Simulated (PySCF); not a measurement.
# C2H6AsB2O: the cost of one run

Computed with PySCF 2.14.0 and routines of our own; the level stands in each step. Atoms count from 0.

## (1) The starting structure

12 atoms, charge 0, multiplicity 2; geometry from: GFN2-xTB.

## (2) EPR parameters: PBE0/pcH-1 As:dyall-v2z, spin–orbit

Job settings and geometry (Å):

```
{"job": {"kind": "hepr", "xc": "PBE0", "basis": {"default": "pcH-1", "As": "dyall-v2z"}, "rel": "so"}, "charge": 0, "multiplicity": 2}
B      0.416282     2.176746    -0.540693
O      0.411405     0.993646    -0.202898
B      0.392185    -0.324055     0.077250
As     2.195361    -1.298871     0.161370
C     -0.961316    -1.015499     0.291753
C     -2.166584    -0.431975     0.170992
H      0.483463     3.278231    -0.220596
H      2.600178    -0.873314    -1.237641
H      2.940085    -0.082150     0.679784
H     -0.955019    -2.068886     0.563981
H     -2.264422     0.609488    -0.099400
H     -3.090420    -0.964048     0.330070
```

Level: PBE0/pcH-1 As:dyall-v2z EPR parameters from three collinear SCF solutions, X2C with spin-orbit coupling, screened-nuclear two-electron part, Gaussian nuclei, gas phase.

Started as:

```sh
OMP_NUM_THREADS=1 python heavy_run.py task.json out
```

The driver reads the jobs from task.json and runs them one after another.

**Question.** How long does this first job take on 1 thread of Intel Xeon 6975P-C, shared host, and how much memory does it need?

About 2.1 min, with a peak of 1.1 GiB.
